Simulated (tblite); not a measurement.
# CH7FNOSi2: the cost of one run

Computed with tblite 0.8.0 and PySCF 2.14.0; each step states its level. No surroundings beyond the atoms listed, unless a continuum is named. Atoms count from 0, parts from 1.

## 1. Starting point

13 atoms, charge 0, multiplicity 2; geometry: distance geometry start.

## 2. Geometry optimisation with GFN2-xTB

The job: settings as JSON, then the geometry in Å.

```
{"job": {"kind": "relax", "xc": "GFN2-xTB", "basis": "xTB"}, "charge": 0, "multiplicity": 2}
Si    -0.563046     0.852529    -0.075309
O      1.084438     0.891298    -0.578213
Si     1.973658    -0.444860     0.031477
C     -1.204998    -0.931106     0.118781
F     -0.669201     1.638948     1.420460
N     -1.588943     1.717899    -1.226880
H      1.691317    -1.662613    -0.753180
H      3.443423    -0.242079    -0.014028
H      1.633880    -0.774580     1.439958
H     -2.058851    -0.838774     0.776761
H     -0.404197    -1.546744     0.603658
H     -1.434365    -1.263759    -0.910747
H     -1.846639     2.628118    -0.872736
```

Method: GFN2-xTB geometry optimisation, gas phase.

Launch:

```bash
> OMP_NUM_THREADS=1 python cluster_run.py task.json out
```

This one command runs all jobs of the session in turn.

**Question.** How long does this first job take on 1 thread of Arm Neoverse V1, shared host?

About 3 s.
